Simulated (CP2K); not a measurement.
# How the settings of CP2K move a run on CaO

Simulated with CP2K 2026.2. This is a test of settings. The cell was built from a prototype and was relaxed with r2SCAN in plane waves (Ansatz 0.2.0). Not every such cell is a known phase. All runs are without spin polarisation.

It is cubic, Fm-3m (No. 225); conventional cell a = 4.795 Å, 13.78 Å³ an atom. Ca has 6 O at 2.40 Å; O has 6 Ca at 2.40 Å.

The base run uses PBE in the DZVP-MOLOPT-SR basis.

```
&GLOBAL
 PROJECT run
 RUN_TYPE ENERGY_FORCE
 PRINT_LEVEL LOW
&END GLOBAL
&FORCE_EVAL
 METHOD QS
 STRESS_TENSOR ANALYTICAL
 &DFT
  BASIS_SET_FILE_NAME BASIS_MOLOPT
  POTENTIAL_FILE_NAME GTH_POTENTIALS
  &QS
   EXTRAPOLATION USE_GUESS
  &END QS
  &MGRID
   CUTOFF 500
   REL_CUTOFF 50
  &END MGRID
  &XC
   &XC_FUNCTIONAL PBE
   &END XC_FUNCTIONAL
  &END XC
  &KPOINTS
   SCHEME MONKHORST-PACK 5 5 5
   SYMMETRY F
   FULL_GRID F
  &END KPOINTS
  &SCF
   ADDED_MOS 8
   EPS_SCF 1e-6
   MAX_SCF 80
   &DIAGONALIZATION
   &END DIAGONALIZATION
   &MIXING
    METHOD BROYDEN_MIXING
    ALPHA 0.3
   &END MIXING
   &SMEAR
    METHOD FERMI_DIRAC
    ELECTRONIC_TEMPERATURE [K] 232
   &END SMEAR
   &PRINT
    &ITERATION_INFO
    &END ITERATION_INFO
   &END PRINT
  &END SCF
  &PRINT
   &BAND_STRUCTURE
    FILE_NAME bands.bs
    ADDED_MOS 6
    &KPOINT_SET
     UNITS B_VECTOR
     SPECIAL_POINT 0.00000000 0.00000000 0.00000000
     NPOINTS 0
    &END KPOINT_SET
    &KPOINT_SET
     UNITS B_VECTOR
     SPECIAL_POINT 0.50000000 0.00000000 0.50000000
     NPOINTS 0
    &END KPOINT_SET
    &KPOINT_SET
     UNITS B_VECTOR
     SPECIAL_POINT 0.62500000 0.25000000 0.62500000
     NPOINTS 0
    &END KPOINT_SET
    &KPOINT_SET
     UNITS B_VECTOR
     SPECIAL_POINT 0.37500000 0.37500000 0.75000000
     NPOINTS 0
    &END KPOINT_SET
    &KPOINT_SET
     UNITS B_VECTOR
     SPECIAL_POINT 0.50000000 0.50000000 0.50000000
     NPOINTS 0
    &END KPOINT_SET
    &KPOINT_SET
     UNITS B_VECTOR
     SPECIAL_POINT 0.50000000 0.25000000 0.75000000
     NPOINTS 0
    &END KPOINT_SET
    &KPOINT_SET
     UNITS B_VECTOR
     SPECIAL_POINT 0.00000000 0.50000000 0.50000000
     NPOINTS 0
    &END KPOINT_SET
   &END BAND_STRUCTURE
  &END PRINT
 &END DFT
 &SUBSYS
  &CELL
   A 3.39064790 0.00000000 0.00000000
   B 1.69532395 2.93638722 0.00000000
   C 1.69532395 0.97879574 2.76845242
  &END CELL
  &COORD
   SCALED
   Ca -0.00000000 0.00000000 0.00000000
   O 0.50000000 0.50000000 0.50000000
  &END COORD
  &KIND Ca
   BASIS_SET DZVP-MOLOPT-SR-GTH
   POTENTIAL GTH-PBE
  &END KIND
  &KIND O
   BASIS_SET DZVP-MOLOPT-SR-GTH
   POTENTIAL GTH-PBE
  &END KIND
 &END SUBSYS
 &PRINT
  &STRESS_TENSOR
  &END STRESS_TENSOR
  &FORCES
  &END FORCES
 &END PRINT
&END FORCE_EVAL
```

Command: `cp2k.psmp -i run.inp`. It took 10 s on 2 threads of Arm Neoverse V1 (shared host), peak memory 0.23 GiB.

It converged with a gap of 3.54 eV and a pressure of 4.04 GPa (positive in compression). Pressures on CP2K's grid carry noise of some tenths of a GPa.

Each further run moved one setting: CUTOFF (density grid cutoff in Ry); XC_FUNCTIONAL (functional, with the PBE potentials kept); REL_CUTOFF (grid cutoff relative to the Gaussians, in Ry); KPOINTS (Monkhorst-Pack mesh); EPS_SCF (SCF threshold). Changes are from the base run, which isn't itself converged in every setting; energies of another Hamiltonian, functional, basis or charge aren't compared, and those at a high electronic temperature are mostly its entropy term. CP2K's gap is over the listed points.

```json
{"setting": "CUTOFF = 1000", "how it ended": "converged", "gap change (eV)": "0.00", "energy change (meV/atom)": "-0.4", "pressure change (GPa)": "0.01", "time (s)": "17"}
{"setting": "XC_FUNCTIONAL = PADE", "how it ended": "converged", "gap change (eV)": "-0.14", "energy change (meV/atom)": "–", "pressure change (GPa)": "-7.47", "time (s)": "9.8"}
{"setting": "REL_CUTOFF = 80", "how it ended": "converged", "gap change (eV)": "0.00", "energy change (meV/atom)": "0.0", "pressure change (GPa)": "0.00", "time (s)": "12"}
{"setting": "KPOINTS = 4x4x4", "how it ended": "converged", "gap change (eV)": "0.00", "energy change (meV/atom)": "-0.6", "pressure change (GPa)": "-0.02", "time (s)": "9"}
{"setting": "REL_CUTOFF = 30", "how it ended": "converged", "gap change (eV)": "0.00", "energy change (meV/atom)": "-0.2", "pressure change (GPa)": "0.02", "time (s)": "8.8"}
{"setting": "EPS_SCF = 1e-2 (poor on purpose)", "how it ended": "converged", "gap change (eV)": "0.00", "energy change (meV/atom)": "0.0", "pressure change (GPa)": "0.02", "time (s)": "5.7"}
```

CUTOFF = 1000 changes nothing that matters here. REL_CUTOFF = 80 changes nothing that matters here. KPOINTS = 4x4x4 changes nothing that matters here. REL_CUTOFF = 30 changes nothing that matters here. EPS_SCF = 1e-2 changes nothing that matters here.
